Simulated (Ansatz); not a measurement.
Write a Python script for the Python package of Ansatz (0.2.0) that makes a comparison of methods with full CI of BeH (charge +1). Level of theory (for the species named): FCI, cc-pVDZ basis, multiplicity 1.

```xyz
2

Be    0.0000    0.0000    0.0000
H     0.0000    0.0000    1.3800
```

`beh.py`
```python
"""How close coupled cluster comes to full CI on BeH(+)."""

import warnings

import ansatz as az

BASIS = "cc-pVDZ"
CHARGE = 1

GEOMETRY = """
Be    0.00000    0.00000    0.00000
H     0.00000    0.00000    1.38000
"""

warnings.simplefilter("ignore", az.DeckWarning)

system = az.Crystal.molecule()
for line in GEOMETRY.strip().splitlines():
    symbol, *xyz = line.split()
    system = system.atom(symbol, [float(v) for v in xyz])

setup = system.calculation().basis(gaussian=BASIS).charge(CHARGE)
exact = setup.correlation("fci").run(threads=1).report
print(f"full CI {exact['free_energy_ev'] / 27.211386246:.7f} Ha over {exact['configurations']['states'][0]['n_determinants']} determinants")
print("natural occupations", [round(n, 4) for n in exact["configurations"]["natural_occupations"]])
print(f"hf       misses {1000 * (exact['reference_energy_ev'] - exact['free_energy_ev']) / 27.211386246:9.3f} mHa")
for method in ["mp2", "ccsd", "ccsd_t", "ccsdt_q"]:
    e = setup.correlation(method).run(threads=1).report["free_energy_ev"]
    print(f"{method:8s} misses {1000 * (e - exact['free_energy_ev']) / 27.211386246:9.3f} mHa")
```

```console
$ python beh.py
full CI -14.8842232 Ha over 7797 determinants
natural occupations [1.9999, 1.9423, 0.0318, 0.0099, 0.0099, 0.005, 0.0004, 0.0003, 0.0003, 0.0001, 0.0, 0.0, 0.0, 0.0, 0.0, 0.0, 0.0, 0.0, 0.0]
hf       misses    35.624 mHa
mp2      misses     9.712 mHa
ccsd     misses     0.025 mHa
ccsd_t   misses     0.004 mHa
ccsdt_q  misses    -0.000 mHa
```

Total energies depend on the basis set; only differences at equal settings carry meaning. Full CI is exact only within this small basis and its frozen core, at an unrelaxed geometry. Wall time of the script: 1.2 s on 1 thread of Arm Neoverse V2 (shared host), peak memory 0.14 GiB.
